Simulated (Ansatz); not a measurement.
# C4H2F4: small, medium and large basis sets

One table from this session's results is given with a row withheld; the runs are named, their logs left out.

Program: Ansatz 0.2.0, Gaussian basis. Level of theory: one geometry, several basis sets. These are calculated values, not measurements.

Levels to be run: PBE0-D4/def2-SVP; ωB97M-V/def2-SVP; PBE0-D4/def2-QZVPP; ωB97M-V/def2-QZVPP; the functionals' def2-TZVPP values are taken from earlier runs.

## The relaxed structure

All runs share one geometry, relaxed beforehand with PBE0-D4 in a triple-zeta def2 set.

SMILES `F/C=C/C(F)=C(F)F`, 10 atoms, charge 0, spin multiplicity 1.

Atoms are counted from 1 here; the program's logs count them from 0.

Bond lengths: F1–C2 1.332 Å, C2–C3 1.327 Å, C2–H9 1.083 Å, C3–C4 1.437 Å, C3–H10 1.083 Å, C4–F5 1.340 Å, C4–C6 1.331 Å, C6–F7 1.307 Å, C6–F8 1.313 Å. Angles: F1–C2–C3 121.0°, F1–C2–H9 113.2°, C3–C2–H9 125.8°, C2–C3–C4 122.4°, C2–C3–H10 119.9°, C4–C3–H10 117.7°, C3–C4–F5 117.3°, C3–C4–C6 125.2°, F5–C4–C6 117.4°, C4–C6–F7 124.5°, C4–C6–F8 123.3°, F7–C6–F8 112.1°.

Set-up of the first run:

File in.yaml:

```yaml
crystal:
  periodic: [false, false, false]
  atoms:
    - {symbol: F, position_ang: [-1.366548, -1.481386, -2.193899]}
    - {symbol: C, position_ang: [-0.553142, -0.587555, -1.634887]}
    - {symbol: C, position_ang: [-0.439418, -0.496947, -0.316016]}
    - {symbol: C, position_ang: [0.428721, 0.455982, 0.318096]}
    - {symbol: F, position_ang: [1.136244, 1.268741, -0.477924]}
    - {symbol: C, position_ang: [0.586087, 0.595704, 1.632577]}
    - {symbol: F, position_ang: [1.380163, 1.467995, 2.195074]}
    - {symbol: F, position_ang: [-0.048244, -0.137820, 2.517041]}
    - {symbol: H, position_ang: [-0.026640, 0.021125, -2.358923]}
    - {symbol: H, position_ang: [-1.014124, -1.157138, 0.321661]}
basis:
  gaussian: {orbitals: def2-SVP}
hamiltonian: {xc: pbe0, dispersion: d4}
output: {orbitals: {seedname: orbitals}}
```

Launch:

```sh
> ansatz run in.yaml --threads 4 --pin off --events-out ev --progress --plain --max-ram 11315MiB
```

Among the steps run: PBE0-D4 in def2-SVP; ωB97M-V in def2-SVP; PBE0-D4 in def2-QZVPP; ωB97M-V in def2-QZVPP.

One of the session's tables, all rows but one given; the rest of the session is left out.

It belongs to the step «Functionals by basis». 

| functional | basis | HOMO (eV) |
| --- | --- | --- |
| PBE0-D4 | def2-SVP | -6.70 |
| PBE0-D4 | def2-TZVPP | ? |
| PBE0-D4 | def2-QZVPP | -6.85 |
| ωB97M-V | def2-SVP | -8.77 |
| ωB97M-V | def2-TZVPP | -8.91 |
| ωB97M-V | def2-QZVPP | -8.96 |

Q: Estimate the row for PBE0-D4, def2-TZVPP from the others.

The run gave: HOMO (eV): -6.81. In the column «HOMO (eV)» it lies between PBE0-D4, def2-QZVPP (-6.85) and PBE0-D4, def2-SVP (-6.70).
